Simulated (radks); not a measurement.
# Nuclear size and the levels of Dy⁶²⁺

One table from this session's results is given with a row withheld; the runs are named, their logs left out.

Program: radks (a radial shooting solver on a logarithmic mesh, Libxc functionals) version 1. Level of theory: Dirac Kohn-Sham, LDA (Slater exchange, Perdew-Wang correlation), spin-unpolarised, spherical densities, finite nucleus. These are calculated values, not measurements, unless marked.

### The atom as given

| Property | Result |
| --- | --- |
| element | dysprosium (Z = 66) |
| charge | +62 |
| electrons | 4 |
| configuration | [He] 2s2 |
| nuclear rms radius | 5.2218 fm |

The outer shells:

Dy⁶²⁺
```
[He] core
2s [↑↓]
```

Set-up of the first run:

Settings of this run:

```text
Z 66
configuration [He] 2s2 2p0 3s0
relativity Dirac
functional lda,pw
spin unpolarised
j_filling average
nucleus finite rms 5.2218 fm
c 137.035999084
```

Command:

```sh
$ python run_ks.py task.json out
```

This one command runs every case of the session in turn.

Steps of the session up to this table: rms radius 5.2218 fm.

One of the session's tables, all rows but one given; the rest of the session is left out.

It belongs to the step «rms radius 5.2218 fm». From the orbitals of this run (lengths in bohr):

```
level      <r>  outermost maximum (interpolated)  90 % within  nodes
1s1/2  0.02105                            0.0134       0.0381      0
2s1/2        ?                                 ?            ?      ?
2p1/2  0.07014                            0.0551        0.115      0
2p3/2  0.07649                            0.0607        0.123      0
3s1/2   0.1978                             0.191        0.287      2
```

**Question.** Estimate the row for 2s1/2.

As computed: <r>: 0.08503; outermost maximum (interpolated): 0.0740; 90 % within: 0.132; nodes: 1. In the column «<r>» it lies between 2p3/2 (0.07649) and 3s1/2 (0.1978).
